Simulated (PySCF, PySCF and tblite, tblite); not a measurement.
# C5H12OSi: conformers and averaged spectra, part 2 of 2

PySCF and tblite. Atoms count from 0. Earlier steps stand in the parts before.

### Step 4. Shieldings, conformer 2: PBE0/pcSseg-1

Job settings and geometry (Å):

```
{"job": {"xc": "PBE0", "basis": "pcSseg-1", "kind": "nmr", "pop": false}, "charge": 0, "multiplicity": 1}
Si     2.182585     0.616497     0.124540
C      0.914856    -0.787256    -0.219979
C     -0.106916    -0.478385    -1.318501
C     -1.139475     0.531992    -0.826938
C     -1.763674     0.015222     0.466511
C     -0.654654    -0.293351     1.472231
O      0.267836    -1.226943     0.972557
H      1.579163     1.950082     0.208423
H      2.851491     0.308616     1.385449
H      3.118882     0.623488    -1.000749
H      1.491553    -1.668908    -0.527784
H      0.413949    -0.100784    -2.200482
H     -0.623598    -1.402159    -1.595616
H     -1.909695     0.682794    -1.586433
H     -0.657900     1.494398    -0.640877
H     -2.448902     0.750120     0.891386
H     -2.321083    -0.901621     0.262243
H     -0.138989     0.641011     1.747569
H     -1.065232    -0.745562     2.378986
```

Standard output:

```text
coarse grid: 15584 points
cycle   1  E = -561.8417924089  dE =  7.133e-01  |g| = 5.673e-01  |ddm| = 3.757e+00
cycle   2  E = -561.7801801829  dE =  6.161e-02  |g| = 8.152e-01  |ddm| = 1.319e+00
cycle   3  E = -561.9073266256  dE = -1.271e-01  |g| = 8.675e-02  |ddm| = 8.955e-01
cycle   4  E = -561.9085157959  dE = -1.189e-03  |g| = 3.572e-02  |ddm| = 8.659e-02
cycle   5  E = -561.9088037672  dE = -2.880e-04  |g| = 8.301e-03  |ddm| = 3.606e-02
cycle   6  E = -561.9088180013  dE = -1.423e-05  |g| = 1.477e-03  |ddm| = 8.658e-03
cycle   7  E = -561.9088184926  dE = -4.913e-07  |g| = 4.091e-04  |ddm| = 1.667e-03
final grid: 143640 points
cycle   8  E = -561.9621352867  dE = -3.531e-05  |g| = 1.184e-02  |ddm| = 3.072e-02
cycle   9  E = -561.9621035708  dE =  3.172e-05  |g| = 1.760e-02  |ddm| = 2.023e-02
cycle  10  E = -561.9621633607  dE = -5.979e-05  |g| = 1.198e-03  |ddm| = 1.271e-02
cycle  11  E = -561.9621636552  dE = -2.945e-07  |g| = 3.128e-04  |ddm| = 1.464e-03
cycle  12  E = -561.9621636758  dE = -2.057e-08  |g| = 5.229e-05  |ddm| = 3.442e-04
cycle  13  E = -561.9621636763  dE = -5.310e-10  |g| = 1.945e-05  |ddm| = 7.208e-05
converged SCF energy = -561.9621636763

GIAO shielding tensors (ppm)
atom      isotropic    diamagn.    paramagn.     s11        s22        s33       span
  0 Si     429.472     879.886    -450.414    390.669    426.219    471.528     80.859
  1 C      117.274     246.477    -129.202     84.970    105.848    161.005     76.035
  2 C      155.895     248.730     -92.835    148.634    154.760    164.289     15.655
  3 C      162.833     247.709     -84.876    155.974    162.697    169.827     13.853
  4 C      155.823     249.066     -93.243    147.022    155.730    164.718     17.696
  5 C      118.597     244.946    -126.349     96.653    106.287    152.852     56.200
  6 O      281.707     396.880    -115.173    211.665    299.978    333.479    121.814
  7 H       27.222      29.472      -2.250     23.445     27.212     31.008      7.563
  8 H       27.838      29.035      -1.197     24.479     25.702     33.332      8.853
  9 H       28.156      29.129      -0.973     24.884     26.014     33.570      8.686
 10 H       27.320      30.293      -2.973     24.696     25.822     31.441      6.745
 11 H       30.287      31.135      -0.848     26.490     28.155     36.214      9.724
 12 H       29.689      30.879      -1.189     25.416     27.917     35.735     10.318
 13 H       30.016      30.109      -0.092     25.353     27.458     37.237     11.884
 14 H       29.925      31.578      -1.653     26.357     28.760     34.657      8.301
 15 H       30.364      29.900       0.464     26.458     27.609     37.027     10.569
 16 H       30.121      30.408      -0.287     26.558     27.857     35.948      9.389
 17 H       28.111      30.853      -2.742     24.265     27.845     32.221      7.956
 18 H       27.727      29.068      -1.342     23.065     26.667     33.448     10.383
```

Wall time 44 s (1 thread of Arm Neoverse N1, shared host); peak memory 0.87 GiB.

This run: HOMO -6.94 eV, LUMO 0.91 eV; dipole 1.38 D.

### Step 5. Averages: properties at PBE0/pcSseg-1

Job settings and geometry (Å):

```
{"job": {"study": "conf", "smiles": "[SiH3][C@@H]1CCCCO1", "search": {"seed": 483, "n_embed": 60, "ff_keep": 14, "window": 3.0, "nmax": 10, "temps": [250, 273.15, 298.15, 323.15, 373.15], "t_ref": 298.15, "order": 0.002}, "level": {"nmr": {"xc": "PBE0", "basis": "pcSseg-1"}}, "kind": "conf"}, "charge": 0, "multiplicity": 1}
Si     2.660336    -0.501448    -0.246095
C      0.864781    -0.105325     0.265156
C     -0.161122    -1.160717    -0.146333
C     -1.573771    -0.664066     0.158699
C     -1.781016     0.691486    -0.513738
C     -0.669203     1.645574    -0.077030
O      0.607192     1.135919    -0.378483
H      3.067831    -1.744411     0.418593
H      2.697823    -0.675495    -1.696405
H      3.513992     0.607757     0.168811
H      0.781636     0.042482     1.356696
H     -0.069134    -1.348153    -1.218468
H      0.043470    -2.092316     0.384254
H     -1.696432    -0.556066     1.240109
H     -2.316223    -1.382392    -0.195353
H     -1.738307     0.571506    -1.598276
H     -2.751208     1.114631    -0.248901
H     -0.742538     2.601711    -0.601491
H     -0.747910     1.828574     1.007904
```

Standard output:

```text
conformer  sym    E(xTB)   E(DFT)   G(298.15 K)  weight  dipole/D
    1     C1      0.000    0.000    0.000   0.9908    1.682
    2     C1      1.179    2.355    2.769   0.0092    1.378

mean shielding (ppm) by class
class atoms           250 K   273.15 K   298.15 K   323.15 K   373.15 K
  0 Si 0            416.918    416.946    416.983    417.027    417.135
  1 C  1            114.899    114.904    114.911     114.92     114.94
  2 C  2            153.678    153.682    153.689    153.697    153.716
  3 C  3            158.013    158.024    158.038    158.055    158.097
  4 C  4            156.393    156.392     156.39    156.388    156.383
  5 C  5            113.204    113.216    113.232    113.251    113.297
  6 O  6            280.388    280.391    280.395    280.399    280.411
  7 H  7,8,9         27.955     27.955     27.954     27.954     27.952
  8 H  10            28.329     28.327     28.324      28.32     28.311
  9 H  11            30.151     30.151     30.152     30.152     30.153
 10 H  12            30.274     30.273     30.271     30.269     30.264
 11 H  13            30.322     30.321      30.32     30.319     30.316
 12 H  14            29.793     29.793     29.794     29.794     29.795
 13 H  15            30.056     30.057     30.058     30.059     30.062
 14 H  16            30.368     30.367     30.366     30.365     30.363
 15 H  17            27.538     27.539     27.541     27.543     27.547
 16 H  18            28.249     28.248     28.246     28.244      28.24
```

Wall time 1.9 min (1 thread of Arm Neoverse N1, shared host). This counts the runs that the step sums up.

The search (ETKDG, MMFF94s, GFN2-xTB) embedded 60 structures, kept 4 distinct ones after the force field and 3 after xTB; 2 were carried on (window 3.0 kcal/mol at the search's own energies). Energies: PBE0/pcSseg-1 with D3(BJ).

Conformer by conformer (298 K):

```csv
no.,group,mirror pair,ΔE xTB,ΔE DFT,ΔG,weight (%),μ (D),"A, B, C (GHz)"
1,C1,no,0.00,0.00,0.00,99.1,1.68,"4.32, 1.45, 1.17"
2,C1,no,1.18,2.35,2.77,0.9,1.38,"3.29, 1.74, 1.50"
```

Energies in kcal/mol. ΔG holds xTB vibrations and rotation, symmetry numbers and mirror pairs.

Weights (%) by temperature:

```csv
no.,250 K,273 K,298 K,323 K,373 K
1,99.6,99.4,99.1,98.7,97.9
2,0.4,0.6,0.9,1.3,2.1
```

How the weights hang on the way they are made:

```csv
scheme,1,2,mean μ (D)
DFT free energy,99,1,1.68
"DFT energy, symmetry counted",98,2,1.68
DFT energy alone,98,2,1.68
"xTB energy, symmetry counted",88,12,1.65
xTB free energy,94,6,1.66
lowest conformer only,100,0,1.68
equal weights,50,50,1.53
conformers found from three starts alone,100,0,1.68
```

Shifts against references run at the same level (¹H TMS 31.72, ¹³C TMS 186.9, ¹⁷O H2O 336.1, ²⁹Si TMS 349.2 ppm of shielding), by class of atoms, at 298 K:

```csv
atoms,environment,no. 1,no. 2,average
C5,sp3 CH2 bonded to O,73.7,68.3,73.7
C1,sp3 CH bonded to O and Si,72.0,69.7,72.0
C2,sp3 CH2 in a ring,33.3,31.0,33.2
C4,sp3 CH2 in a ring,30.5,31.1,30.5
C3,sp3 CH2 in a ring,28.9,24.1,28.9
H17,hydrogen on an sp3 CH2 bonded to O,4.18,3.61,4.18
"H7, H8, H9",hydrogen on a silicon bonded to C,3.76,3.98,3.76
H18,hydrogen on an sp3 CH2 bonded to O,3.47,3.99,3.47
H10,hydrogen on an sp3 CH bonded to O and Si,3.38,4.40,3.39
H14,hydrogen on an sp3 CH2 in a ring,1.92,1.79,1.92
H15,hydrogen on an sp3 CH2 in a ring,1.66,1.35,1.66
H11,hydrogen on an sp3 CH2 in a ring,1.57,1.43,1.56
H12,hydrogen on an sp3 CH2 in a ring,1.44,2.03,1.45
H13,hydrogen on an sp3 CH2 in a ring,1.39,1.70,1.40
H16,hydrogen on an sp3 CH2 in a ring,1.35,1.60,1.35
Si0,"silicon bonded to C, 3 H",-67.7,-80.3,-67.8
O6,ether oxygen,55.7,54.4,55.7
```

Effective distances for nuclear Overhauser effects, ⟨r⁻⁶⟩^(−1/6) over all pairs of two classes (Å): H11···H12 1.77; H13···H14 1.77; H15···H16 1.77; H17···H18 1.79; H10···H18 2.38; H10···H12 2.46; H11···H14 2.47; H12···H13 2.47.

### Step 6. What came out

The summary covers parts 1 to 2.

| quantity | value |
| --- | --- |
| conformers | 2; the first in weight is no. 1 (C1), 99 % at 298 K |
| root-mean-square dipole | 1.68 D |
| averaged ¹³C shifts (PBE0/pcSseg-1) | 73.7, 72.0, 33.2, 30.5, 28.9 ppm |
| averaged ¹H shifts (PBE0/pcSseg-1) | 4.18, 3.76, 3.47, 3.39, 1.92, 1.66, 1.56, 1.45, 1.40, 1.35 ppm |
| averaged ²⁹Si shifts (PBE0/pcSseg-1) | -67.8 ppm |

**Reading.** Conformer 1 leads with 99 % at 298 K, and its share goes from 100 % at 250 K to 98 % at 373 K.
